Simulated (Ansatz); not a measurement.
Turn this script for the Python package of Ansatz (0.2.0) into the input file that the command-line program reads.

Interactive session:
```pycon
>>> import json
>>> import ansatz as az
>>> c3h10osi = (
...     az.Crystal.molecule()
...     .atom("C", [-0.4991, 0.9748, 1.4683])
...     .atom("C", [0.5984, 1.0107, 0.4571])
...     .atom("Si", [0.3327, -0.0913, -1.0616])
...     .atom("C", [0.3233, -1.8631, -0.5336])
...     .atom("O", [-0.9567, 0.3692, -1.9591])
...     .atom("H", [-0.3203, 1.7104, 2.2869])
...     .atom("H", [-0.6956, 0.0238, 1.8763])
...     .atom("H", [-1.4407, 1.3776, 0.9854])
...     .atom("H", [1.522, 0.7201, 1.0158])
...     .atom("H", [0.7717, 2.0394, 0.1301])
...     .atom("H", [1.5468, 0.0618, -1.8919])
...     .atom("H", [-0.6111, -2.0366, 0.1149])
...     .atom("H", [1.0849, -2.1481, 0.0235])
...     .atom("H", [0.1457, -2.5178, -1.385])
...     .atom("H", [-1.8237, 0.3185, -1.4976])
... )
>>> setup = c3h10osi.calculation().basis(gaussian="def2-SVP").functional("pbe0").scf(lower_state_search="standard")
>>> res = setup.run()
>>> r = res.report
>>> r["published_state_doubts"]
[]
>>> r["mean_field"]["state"]["spin_squared"]
-1.5276668818842154e-13
>>> type(res).__name__, type(r).__name__
('RunOutcome', 'dict')
>>> for key in ("converged", "free_energy_ev", "reference_energy_ev", "n_frozen", "n_occupied", "n_virtual"):
...     print(f"{key:22s} {r[key]}")
...
converged              True
free_energy_ev         -13183.987340766273
reference_energy_ev    -13183.987340766273
n_frozen               0
n_occupied             [25, 25]
n_virtual              [99, 99]
>>> with open("c3h10osi.json", "w") as handle:
...     json.dump({k: r[k] for k in ("free_energy_ev", "reference_energy_ev", "n_occupied", "n_virtual")}, handle, indent=1)
...
```

`input.yaml`:
```yaml
crystal:
  periodic: [false, false, false]
  atoms:
    - { symbol: C, position_ang: [-0.4991, 0.9748, 1.4683] }
    - { symbol: C, position_ang: [0.5984, 1.0107, 0.4571] }
    - { symbol: Si, position_ang: [0.3327, -0.0913, -1.0616] }
    - { symbol: C, position_ang: [0.3233, -1.8631, -0.5336] }
    - { symbol: O, position_ang: [-0.9567, 0.3692, -1.9591] }
    - { symbol: H, position_ang: [-0.3203, 1.7104, 2.2869] }
    - { symbol: H, position_ang: [-0.6956, 0.0238, 1.8763] }
    - { symbol: H, position_ang: [-1.4407, 1.3776, 0.9854] }
    - { symbol: H, position_ang: [1.522, 0.7201, 1.0158] }
    - { symbol: H, position_ang: [0.7717, 2.0394, 0.1301] }
    - { symbol: H, position_ang: [1.5468, 0.0618, -1.8919] }
    - { symbol: H, position_ang: [-0.6111, -2.0366, 0.1149] }
    - { symbol: H, position_ang: [1.0849, -2.1481, 0.0235] }
    - { symbol: H, position_ang: [0.1457, -2.5178, -1.385] }
    - { symbol: H, position_ang: [-1.8237, 0.3185, -1.4976] }
basis:
  gaussian: { orbitals: def2-SVP }
hamiltonian:
  xc: pbe0
scf:
  lower_state_search: standard
```

Launched from the shell:
```console
$ ansatz run input.yaml --threads 1 --pin off --max-ram 4096MiB --backend cpu --events-out ev --progress --plain --runs-dir out
Engine: ansatz 0.2.0, aarch64-unknown-linux-gnu
Functional definition: PBE0
  parameter a = 0.25
  parameter kappa = 0.804
  parameter beta = 0.06672455060314922
  exchange = (1 - a)*pbe_x(kappa = kappa, mu = beta*pi^2/3) + a*exact_x
  correlation = pbe_c(beta = beta)
1393 factors; their error is unknown
mean field evaluation 1: about -13172.4575 eV, gradient 7.2e1 eV
mean field evaluation 2: about -13167.9243 eV, gradient 8.5e1 eV
mean field evaluation 4: about -13183.9262 eV, gradient 3.3e0 eV
mean field evaluation 8: about -13183.9464 eV, gradient 3.8e-2 eV
mean field evaluation 16: about -13183.9873 eV, gradient 1.9e-5 eV
mean field -13183.98731244 eV, -484.5025973048 hartree, gradient 1.9e-5 eV, S^2 0.000000; 0 other end points of the search recorded, 0 dependent functions left out
reference -13183.98734077 eV, -484.5025983456 hartree; 25, 25 occupied and 99, 99 virtual orbitals, 1393 factors
Total energy: -13183.98734077 eV, -484.5025983456 hartree
```

These settings explore the input space; basis and method may be short of convergence. The geometry is a force-field or estimated start, not a minimum of this method, and the basis set is short of its limit. Hardware and time: 4.6 s on 1 thread of Arm Neoverse V1 (shared host), peak memory 0.29 GiB.

(Lines on the test bed's own set-up are left out of the output.)
